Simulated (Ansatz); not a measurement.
**C3H7GaO: one species, many methods**

Aim: compute C3H7GaO with functionals from several rungs and with coupled cluster, and see how far each lands from CCSD(T) at the basis-set limit for the atomisation energy.

Computed with Ansatz 0.2.0, Gaussian basis. Level: functionals in def2-TZVPP, the program's frozen cores in correlated methods.

The runs, in order: PBE-D4, r2SCAN-D4, PBE0-D4, B3LYP-D4, ωB97X-V, ωB97M-V, B2PLYP; CCSD(T)/def2-TZVPP; MP2/def2-QZVPP; extrapolation to the limit.

### Step 1. Structure used throughout

All runs share one geometry, relaxed beforehand with PBE0-D4 in a triple-zeta def2 set.

12 atoms, charge 0, spin multiplicity 1.

Atoms are counted from 1 here; the program's logs count them from 0.

Bond lengths: C1–Ga2 1.968 Å, C1–H6 1.091 Å, C1–H7 1.093 Å, C1–H8 1.093 Å, Ga2–C3 1.968 Å, Ga2–C4 2.025 Å, C3–H9 1.093 Å, C3–H10 1.091 Å, C3–H11 1.094 Å, C4–O5 1.213 Å, C4–H12 1.119 Å. Angles: Ga2–C1–H6 112.3°, Ga2–C1–H7 110.4°, Ga2–C1–H8 109.6°, H6–C1–H7 108.6°, H6–C1–H8 108.8°, H7–C1–H8 107.0°, C1–Ga2–C3 125.1°, C1–Ga2–C4 117.2°, C3–Ga2–C4 117.2°, Ga2–C3–H9 109.7°, Ga2–C3–H10 112.3°, Ga2–C3–H11 110.3°, H9–C3–H10 108.9°, H9–C3–H11 107.0°, H10–C3–H11 108.5°, Ga2–C4–O5 113.5°, Ga2–C4–H12 128.4°, O5–C4–H12 118.1°.

As a file:

```xyz
12
C3H7GaO
C    -1.2887   -0.3182    1.4010
Ga    0.0136   -0.1227   -0.0618
C     1.8424    0.5764    0.1382
C    -0.6583   -0.4286   -1.9477
O    -1.1327    0.5632   -2.4594
H    -0.8941    0.0321    2.3556
H    -1.5861   -1.3647    1.5101
H    -2.1935    0.2481    1.1647
H     1.9950    1.4126   -0.5492
H     2.0473    0.9136    1.1551
H     2.5737   -0.1928   -0.1261
H    -0.6415   -1.3741   -2.5464
```

### Step 2. PBE-D4 (GGA)

Input file in.yaml:

```yaml
crystal:
  periodic: [false, false, false]
  atoms:
    - {symbol: C, position_ang: [-1.288697, -0.318191, 1.401018]}
    - {symbol: Ga, position_ang: [0.013564, -0.122696, -0.061844]}
    - {symbol: C, position_ang: [1.842403, 0.576429, 0.138151]}
    - {symbol: C, position_ang: [-0.658313, -0.428557, -1.947686]}
    - {symbol: O, position_ang: [-1.132730, 0.563169, -2.459380]}
    - {symbol: H, position_ang: [-0.894061, 0.032138, 2.355552]}
    - {symbol: H, position_ang: [-1.586085, -1.364716, 1.510109]}
    - {symbol: H, position_ang: [-2.193462, 0.248123, 1.164725]}
    - {symbol: H, position_ang: [1.994991, 1.412579, -0.549241]}
    - {symbol: H, position_ang: [2.047273, 0.913634, 1.155076]}
    - {symbol: H, position_ang: [2.573651, -0.192769, -0.126127]}
    - {symbol: H, position_ang: [-0.641534, -1.374141, -2.546354]}
basis:
  gaussian: {orbitals: def2-TZVPP}
hamiltonian: {xc: pbe, dispersion: d4}
output: {forces: true, orbitals: {seedname: orbitals}}
```

Run with:

```sh
$ ansatz run in.yaml --threads 4 --pin off --events-out ev --progress --plain --max-ram 10444MiB
```

Further steps of the session: r2SCAN-D4 (meta-GGA); PBE0-D4 (hybrid); B3LYP-D4 (hybrid); ωB97X-V (range-separated); ωB97M-V (range-separated); B2PLYP (double hybrid); CCSD(T) in def2-TZVPP; MP2 in def2-QZVPP.

Before running them: what should the planned runs give, taken together? Wanted: atomisation energy, CCSD(T)/CBS; farthest; mean size of error, hybrid; mean size of error, range-separated; gap, smallest and largest; T1 diagnostic; triples share of the correlation energy.

As calculated:

```
                               quantity                                           value
        atomisation energy, CCSD(T)/CBS                                       46.037 eV
    functionals within 0.460 eV (1.0 %)  r2SCAN-D4, PBE0-D4, B3LYP-D4, ωB97X-V, ωB97M-V
                               farthest                              PBE-D4 (+0.907 eV)
             mean size of error, hybrid                                        0.110 eV
    mean size of error, range-separated                                        0.031 eV
              gap, smallest and largest             2.68 eV (PBE-D4), 9.47 eV (ωB97X-V)
                          T1 diagnostic                                          0.0141
triples share of the correlation energy                                           4.1 %
```

**Reading.** PBE-D4 misses by +0.907 eV. Double hybrids carry the basis error of their MP2 part in triple zeta, and no dispersion term here, so their miss is partly the set-up's. The reference freezes the cores and leaves out relativity and excitations past (T), and its outer-core shells are covered unevenly, so misses under about 0.460 eV can't be ranked. Hartree-Fock recovers 72 % of the binding; the rest is correlation. Orbital gaps span 2.7 to 9.5 eV; exact exchange widens them. Correlated methods include outer-core shells of Ga, which these sets cover unevenly.
